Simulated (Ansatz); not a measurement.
# ZrB2: the cost of one run

Method: DFT PBEsol + D3(BJ), scalar-relativistic, plane waves, PAW, in Ansatz 0.2.0.

1 further run of the same task is left out (set aside as unsound or not needed). Runs told in other sessions of the task aren't counted.

### 1 The starting structure

The structure is hexagonal, space group P6/mmm (No. 191). Conventional cell: a = 3.163 Å, b = 3.163 Å, c = 3.524 Å, α = 90.00°, β = 90.00°, γ = 120.00°. Zr (site symmetry 6/mmm) has 12 B at 2.54 Å in its first shell of neighbours. Around B (site symmetry -6m2) lie 3 B at 1.83 Å and 6 Zr at 2.54 Å.

Structure file:

```
Zr B
1.0
     3.16322    0.00000    0.00000
    -1.58161    2.73943    0.00000
     0.00000    0.00000    3.52397
Zr B
1 2
Cartesian
  0.0000 0.0000 0.0000
  0.0000 1.8263 1.7620
  1.5816 0.9131 1.7620
```

An earlier run on this cell at PBE gave 2.42 GPa at 10.179 Å³/atom (8×8×8 mesh), no gap.

### 2 At the given cell

input.yaml

```yaml
crystal:
  lattice:
    - [3.1632195451, 0.0, 0.0]
    - [-1.5816097725, 2.7394284838, 0.0]
    - [0.0, 0.0, 3.5239748476]
  atoms:
    - { symbol: Zr, position: [0.0, 0.0, 0.0] }
    - { symbol: B, position: [0.3333333333, 0.6666666667, 0.5] }
    - { symbol: B, position: [0.6666666667, 0.3333333333, 0.5] }
basis:
  ecutwfc: 420
  ecutrho_ratio: 4
kpoints:
  mp_grid: { grid: [8, 8, 8] }
hamiltonian:
  xc: pbesol
  dispersion: d3bj
scf:
  occupations: { method: gaussian, width: 0.05 }
output:
  forces: true
  stress: true
  eigenvalues: true
relax:
  f_tol: 0.02
  max_steps: 40
  cell: { stress_tol: 0.2, fix: [volume] }
```

On the command line:

```sh
$ ansatz run input.yaml --threads 4 --pin off --max-ram 8192MiB --backend cpu --events-out ev --progress --plain --runs-dir out
```

What time and memory should one allow on 4 threads of Arm Neoverse V2, shared host?

About 1.6 s, with a peak of 0.33 GiB.
